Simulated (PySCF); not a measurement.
# CH7BFP: the cost of one run

The runs use PySCF 2.14.0, with density-fitted response routines of our own; the level of theory stands in each step. All values are computed, except where a source is named. Atoms count from 0, in the outputs and in this text.

## Step 1: Starting geometry

11 atoms, charge 0, multiplicity 1; geometry from: GFN2-xTB. The atoms were then displaced at random by about 0.01 Å, so the start is not that level's minimum.

Bonds of the start (Å): F0–C1 1.45, C1–B2 1.64, B2–P3 1.98, C1–H4 1.10, C1–H5 1.09, B2–H6 1.18, B2–H7 1.20, P3–H8 1.37, P3–H9 1.35, P3–H10 1.37.

## Step 2: Relaxing the molecule at PBE0-D3(BJ)/def2-SVP

The job: settings as JSON, then the geometry in Å.

```
{"job": {"xc": "PBE0", "basis": "def2-SVP", "d3": "d3bj", "grid": 1, "shake": 0.01, "kind": "geom"}, "charge": 0, "multiplicity": 1}
F     -0.421350    -1.653620    -0.063150
C     -1.315270    -0.557920     0.253260
B     -0.446980     0.829320     0.168830
P      1.340010     0.132330    -0.302100
H     -2.130480    -0.629020    -0.475000
H     -1.708340    -0.790250     1.241850
H     -0.733050     1.569330    -0.700430
H     -0.274040     1.396090     1.215030
H      1.923620    -0.762250     0.562960
H      2.360930     1.010340    -0.448190
H      1.443070    -0.570180    -1.468740
```

The run is started by

```bash
OMP_NUM_THREADS=1 python probes_run.py task.json out
```

The driver reads the jobs from task.json and runs them one after another.

Q: Estimate the wall time and peak memory of this first job on 1 thread of Arm Neoverse V2, shared host.

About 44 s, with a peak of 0.4 GiB.
